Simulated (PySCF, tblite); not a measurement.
# C5H9N3OSi: geometry, infrared bands and NMR shifts

Aim: predict the infrared bands and NMR shifts of C5H9N3OSi (`Cc1ncnnc1OC[SiH3]`).

Computed with tblite 0.8.0 and PySCF 2.14.0, with density-fitted response routines of our own, on a single molecule in the gas phase. Atoms count from 0, in the outputs and in this text.

**1. The molecule as given**

19 atoms, charge 0, multiplicity 1; geometry from: force field or distance geometry start.

Bonds of the start (Å): C0–C1 1.48, C1–N2 1.36, N2–C3 1.33, C3–N4 1.33, N4–N5 1.33, N5–C6 1.36, C6–O7 1.40, O7–C8 1.40, C8–Si9 1.84, C6–C1 1.38, C0–H10 1.12, C0–H11 1.11, C0–H12 1.10, C3–H13 1.10, C8–H14 1.12, C8–H15 1.13, Si9–H16 1.50, Si9–H17 1.45, Si9–H18 1.48.

**2. Geometry optimisation with GFN2-xTB**

The job: settings as JSON, then the geometry in Å.

```
{"job": {"kind": "relax", "xc": "GFN2-xTB", "basis": "xTB"}, "charge": 0, "multiplicity": 1}
C     -1.737800     0.180400     2.079800
C     -1.244800    -0.676000     0.978400
N     -1.553800    -2.003900     0.939800
C     -1.061000    -2.682300    -0.089500
N     -0.270500    -2.177000    -1.033900
N      0.057600    -0.891700    -1.019600
C     -0.431300    -0.139900     0.008100
O     -0.051000     1.203600     0.000500
C      0.771200     1.737500    -1.000000
Si     2.441500     0.990500    -1.146400
H     -2.861700     0.135700     2.061700
H     -1.390800     1.225200     1.915200
H     -1.324100    -0.149600     3.045200
H     -1.297500    -3.752700    -0.152800
H      0.284700     1.688200    -2.008600
H      0.870200     2.845400    -0.782400
H      3.310600     2.075600    -1.697800
H      3.017400     0.469900     0.075700
H      2.461000    -0.069700    -2.180800
```

Command:

```console
$ OMP_NUM_THREADS=1 python probes_run.py task.json out
```

The driver reads the jobs from task.json and runs them one after another.

**Question.** This job is followed by: GFN2-xTB harmonic vibrations, gas phase; GIAO PBE0/pcSseg-1 NMR shielding, non-relativistic, gas phase. Predict these results of the whole session: strongest single infrared mode (GFN2-xTB); zero-point energy (GFN2-xTB); 13C shifts against TMS (PBE0/pcSseg-1); 1H shifts against TMS (PBE0/pcSseg-1, means over atoms taken as alike); 15N shifts against NH3 (PBE0/pcSseg-1); 17O shifts against H2O (PBE0/pcSseg-1); 29Si shifts against TMS (PBE0/pcSseg-1).

The runs gave:

| quantity | value |
| --- | --- |
| strongest single infrared mode (GFN2-xTB) | 2125 cm⁻¹, 463 km/mol |
| zero-point energy (GFN2-xTB) | 85.1 kcal/mol |
| 13C shifts against TMS (PBE0/pcSseg-1) | 169.4, 158.0, 156.7, 58.5, 22.4 ppm |
| 1H shifts against TMS (PBE0/pcSseg-1, means over atoms taken as alike) | 9.38, 4.43, 4.34, 2.63 ppm |
| 15N shifts against NH3 (PBE0/pcSseg-1) | 395.7, 377.7, 347.0 ppm |
| 17O shifts against H2O (PBE0/pcSseg-1) | 129.1 ppm |
| 29Si shifts against TMS (PBE0/pcSseg-1) | -90.7 ppm |

In words: Over 180 steps the energy fell by 0.664 eV; of the close pairs, C8–Si9 changed most, 1.836 to 1.923 Å. All 51 modes are real, so the xTB geometry is a minimum. The strongest single mode, at 2125 cm⁻¹, moves mainly H16. Unscaled tight-binding wavenumbers are off by several per cent, some by more. Its intensities can rank the bands wrongly. At PBE0/pcSseg-1: The widest tensor belongs to N4: span 696 ppm, with a paramagnetic part of -452 ppm. NICS(1)zz of -23 ppm above the planar ring from C1 marks a diatropic (aromatic) ring current.
